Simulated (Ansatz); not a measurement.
**H₅NO₂Si₂: a ladder of functionals and wavefunction methods**

How much do the methods differ for H₅NO₂Si₂? The plan is to run it at one geometry with functionals of several rungs and with coupled cluster, and see how far each lands from CCSD(T) at the basis-set limit for the atomisation energy.

The runs use Ansatz 0.2.0, Gaussian basis; functionals in def2-TZVPP, the program's frozen cores in correlated methods.

Levels to be run: PBE-D4, r2SCAN-D4, PBE0-D4, B3LYP-D4, ωB97X-V, ωB97M-V, B2PLYP; CCSD(T)/def2-TZVPP; MP2/def2-QZVPP; extrapolation to the limit.

## (1) Structure used throughout

All runs share one geometry, relaxed beforehand with PBE0-D4 in a triple-zeta def2 set.

10 atoms, charge 0, spin multiplicity 1.

Atoms are counted from 1 here; the program's logs count them from 0.

Bond lengths: O1–Si5 1.644 Å, O1–H6 0.958 Å, Si2–O3 1.666 Å, Si2–N4 1.721 Å, O3–H7 0.959 Å, N4–Si5 1.729 Å, N4–H8 1.016 Å, Si5–H9 1.479 Å, Si5–H10 1.485 Å. Angles: Si5–O1–H6 117.6°, O3–Si2–N4 97.4°, Si2–O3–H7 114.6°, Si2–N4–Si5 126.6°, Si2–N4–H8 116.1°, Si5–N4–H8 117.3°, O1–Si5–N4 113.5°, O1–Si5–H9 103.7°, O1–Si5–H10 111.8°, N4–Si5–H9 111.0°, N4–Si5–H10 104.9°, H9–Si5–H10 112.1°.

## (2) PBE-D4 (GGA)

Contents of in.yaml:

```yaml
crystal:
  periodic: [false, false, false]
  atoms:
    - {symbol: O, position_ang: [-1.928219, 1.474712, -0.454343]}
    - {symbol: Si, position_ang: [1.190666, -1.316085, -0.470917]}
    - {symbol: O, position_ang: [1.219935, -2.498992, 0.701185]}
    - {symbol: N, position_ang: [0.190264, -0.195196, 0.369365]}
    - {symbol: Si, position_ang: [-0.309665, 1.361917, -0.190662]}
    - {symbol: H, position_ang: [-2.313140, 0.888878, -1.107744]}
    - {symbol: H, position_ang: [1.737481, -3.274125, 0.473457]}
    - {symbol: H, position_ang: [-0.126736, -0.483119, 1.290160]}
    - {symbol: H, position_ang: [-0.046433, 2.401827, 0.827405]}
    - {symbol: H, position_ang: [0.468948, 1.589184, -1.435005]}
basis:
  gaussian: {orbitals: def2-TZVPP}
hamiltonian: {xc: pbe, dispersion: d4}
output: {forces: true, orbitals: {seedname: orbitals}}
```

Launch:

```sh
$ ansatz run in.yaml --threads 4 --pin off --events-out ev --progress --plain --max-ram 10444MiB
```

The runs that follow: r2SCAN-D4 (meta-GGA); PBE0-D4 (hybrid); B3LYP-D4 (hybrid); ωB97X-V (range-separated); ωB97M-V (range-separated); B2PLYP (double hybrid); CCSD(T) in def2-TZVPP; MP2 in def2-QZVPP.

Q: Predict the results of all the runs planned. Wanted: atomisation energy, CCSD(T)/CBS; farthest; mean size of error, hybrid; mean size of error, range-separated; gap, smallest and largest; T1 diagnostic; triples share of the correlation energy.

The runs gave:

| quantity | value |
| --- | --- |
| atomisation energy, CCSD(T)/CBS | 38.498 eV |
| functionals within 0.192 eV (0.5 %) | PBE-D4, ωB97X-V, ωB97M-V |
| farthest | PBE0-D4 (-0.744 eV) |
| mean size of error, hybrid | 0.506 eV |
| mean size of error, range-separated | 0.048 eV |
| gap, smallest and largest | 3.79 eV (PBE-D4), 10.11 eV (ωB97X-V) |
| T1 diagnostic | 0.0134 |
| triples share of the correlation energy | 3.7 % |

In words: PBE-D4 misses by +0.183 eV. Double hybrids carry the basis error of their MP2 part in triple zeta, and no dispersion term here, so their miss is partly the set-up's. The reference freezes the cores and leaves out relativity and excitations past (T), so misses under about 0.192 eV can't be ranked. Hartree-Fock recovers 69 % of the binding; the rest is correlation. Orbital gaps span 3.8 to 10.1 eV; exact exchange widens them.
